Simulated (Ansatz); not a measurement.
# CH6AlIn: the cost of one run

Program: Ansatz 0.2.0, Gaussian basis. Level of theory: the settings change from run to run. These are calculated values, not measurements.

## 1. The molecule

The geometry comes from an earlier relaxation with PBE0-D4/def2-TZVP; it is a stationary point, not always the lowest conformer. In takes a core potential in def2 sets; no spin-orbit term is included.

SMILES `[AlH2][CH2][InH2]`, 9 atoms, charge 0, spin multiplicity 1.

Atoms are counted from 1 here; the program's logs count them from 0.

Bond lengths: Al1–C2 1.929 Å, Al1–H4 1.590 Å, Al1–H5 1.590 Å, C2–In3 2.157 Å, C2–H6 1.095 Å, C2–H7 1.095 Å, In3–H8 1.726 Å, In3–H9 1.727 Å. Angles: C2–Al1–H4 120.2°, C2–Al1–H5 120.1°, H4–Al1–H5 119.6°, Al1–C2–In3 115.9°, Al1–C2–H6 110.1°, Al1–C2–H7 110.2°, In3–C2–H6 104.9°, In3–C2–H7 105.0°, H6–C2–H7 110.4°, C2–In3–H8 119.1°, C2–In3–H9 119.1°, H8–In3–H9 121.7°.

## 2. wB97M-V/def2-SVPD

Set apart from the defaults: charge -1, multiplicity 2, restricted open-shell orbitals, atoms shaken by 0.08 Å.

Input file in.yaml:

```yaml
crystal:
  periodic: [false, false, false]
  atoms:
    - {symbol: Al, position_ang: [-0.755199, 0.698643, -1.259714]}
    - {symbol: C, position_ang: [0.756582, 0.116450, -0.332805]}
    - {symbol: In, position_ang: [0.228394, -0.747077, 1.518944]}
    - {symbol: H, position_ang: [-1.375082, -0.024024, -2.626616]}
    - {symbol: H, position_ang: [-1.257405, 2.187547, -1.093274]}
    - {symbol: H, position_ang: [1.275505, 1.088818, -0.053395]}
    - {symbol: H, position_ang: [1.258960, -0.534163, -0.752494]}
    - {symbol: H, position_ang: [-0.219996, -2.593246, 1.481642]}
    - {symbol: H, position_ang: [0.008919, -0.083789, 3.037991]}
basis:
  gaussian: {orbitals: def2-SVPD}
total_charge: -1
magnetization: {spin_polarized: false, initial_magnetization: 1}
hamiltonian: {xc: {name: wB97M-V}}
output: {forces: true}
```

The run is started by

```bash
ansatz run in.yaml --threads 2 --pin off --events-out ev --progress --plain --max-ram 22528MiB --backend cpu
```

Q: Estimate wall time and peak memory on 2 threads of AMD EPYC 7R13, shared host.

About 20 s, with a peak of 0.76 GiB.
